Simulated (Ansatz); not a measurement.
# ZrHO+ (septet): from Hartree-Fock to the top rungs, def2-TZVPP

One table from this session's results is given with a row withheld; the runs are named, their logs left out.

Program: Ansatz 0.2.0, Gaussian basis. Level of theory: def2-TZVPP, core rule «outside noble gas», up to 5 orbitals frozen. These are calculated values, not measurements.

Plan: UHF; ROHF; CCSD(T) on UHF.

## The geometry

The geometry is a PBE0/def2-TZVP stationary point (not a proven minimum) of the parent state, kept for this charge and spin. No spin-orbit coupling is included. Elements past krypton take def2 core potentials.

3 atoms, charge 1, spin multiplicity 7.

Atoms are counted from 1 here; the program's logs count them from 0.

Bond lengths: Zr1–O2 2.336 Å, O2–H3 0.981 Å. Angles: Zr1–O2–H3 131.4°.

Set-up of the first run:

in.yaml

```yaml
crystal:
  periodic: [false, false, false]
  atoms:
    - {symbol: Zr, position_ang: [0.000000, -0.167211, 1.782454]}
    - {symbol: O, position_ang: [0.000000, -0.269927, -0.551131]}
    - {symbol: H, position_ang: [0.000000, 0.437138, -1.231323]}
basis:
  gaussian: {orbitals: def2-TZVPP}
total_charge: 1
magnetization: {spin_polarized: true, initial_magnetization: 6}
hamiltonian: {xc: hf}
output: {orbitals: {seedname: orbitals}}
```

The run is started by

```bash
$ ansatz run in.yaml --threads 1 --pin off --events-out ev --progress --plain --max-ram 4096MiB --backend cpu
```

Steps of the session up to this table: UHF; ROHF; CCSD(T) on UHF.

One of the session's tables, all rows but one given; the rest of the session is left out.

It belongs to the step «Misses and costs». 

| method | from UCCSD(T) (meV) |
| --- | --- |
| ROHF | +5999.9 |
| UHF | +5644.1 |
| UMP2 | +832.4 |
| UCCSD | ? |
| UCCSD(T) | 0 |

**Question.** Estimate the row for UCCSD.

The run gave: from UCCSD(T) (meV): +128.7. In the column «from UCCSD(T) (meV)» it lies between UCCSD(T) (0) and UMP2 (+832.4).
